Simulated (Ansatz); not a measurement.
# Ag (fcc type): how the settings move a single-point run

Aim: see which settings change the result for Ag (fcc type), by how much, and at what cost.

Program: Ansatz 0.2.0. Level of theory: reference: DFT, PBEsol, PAW with Ansatz's default frozen-core files, scalar-relativistic. These are calculated values, not measurements.

### Step 1. The system as given

It takes space group Fm-3m (No. 225, cubic). Conventional cell: a = 4.054 Å, b = 4.054 Å, c = 4.054 Å, α = 90.00°, β = 90.00°, γ = 90.00°. Around Ag (site symmetry m-3m) lie 12 Ag at 2.87 Å.

Coordinates:

```xyz
2
Lattice="-2.0272 2.0272 0.0000 0.0000 0.0000 4.0544 2.0272 2.0272 0.0000" Properties=species:S:1:pos:R:3 pbc="T T T"
Ag    0.0000    0.0000    0.0000
Ag    0.0000    2.0272    2.0272
```

### Step 2. The reference run

Contents of input.yaml:

```yaml
crystal:
  lattice:
    - [-2.0272072078, 2.0272072078, 0.0]
    - [0.0, 0.0, 4.0544144156]
    - [2.0272072078, 2.0272072078, 0.0]
  atoms:
    - { symbol: Ag, position: [0.0, 0.0, 0.0] }
    - { symbol: Ag, position: [0.5, 0.5, 0.5] }
kpoints:
  mp_grid: { grid: [14, 10, 14] }
scf:
  occupations: { method: fermi_dirac, width: 0.05 }
hamiltonian:
  xc: pbesol
  pseudopotentials: { kind: paw }
output:
  forces: true
  stress: true
  eigenvalues: true
```

Command:

```
ansatz run input.yaml --threads 2 --pin off --max-ram 4096MiB --backend cpu --events-out ev --progress --plain --runs-dir out
```

### Step 3. Changed: xc pbe, xc_grid 4

Changes to input.yaml since step 2:

```diff
@@ -13,3 +13,3 @@
 hamiltonian:
-  xc: pbesol
+  xc: pbe
   pseudopotentials: { kind: paw }
@@ -19 +19,3 @@
   eigenvalues: true
+basis:
+  xc_grid: 4
```

**Question.** What will these runs give? Wanted: for each run, ending; energy change; pressure; gap; force.

As calculated:

| run | ending | energy change | pressure (GPa) | gap (eV) | force (eV/Å) | cycles | time |
| --- | --- | --- | --- | --- | --- | --- | --- |
| reference | converged | - | -0.1 | 0.00 | 0.00 | 6 | 2.6 s |
| 1: xc pbe, xc_grid 4 | converged | not comparable | 7.6 | 0.00 | 0.00 | 6 | 2.7 s |

Residual by cycle in the longest SCF loop of each run; runs are numbered as in the table. The quantity is the density residual dr2, in eV.

| cycle | reference | run 1 |
| --- | --- | --- |
| 1 | 0.0328 | 3.5e-5 |
| 2 | 0.00235 | 1.2e-5 |
| 3 | 2.1e-4 | 2.2e-7 |
| 4 | 4.4e-6 | 2.3e-8 |
| 5 | 4.3e-7 | 2.5e-9 |
| 6 | 1.1e-8 | 2.0e-10 |

A change of functional puts the total energy on another scale; the pressure goes from -0.1 to 7.6 GPa. The numerical grids changed too.
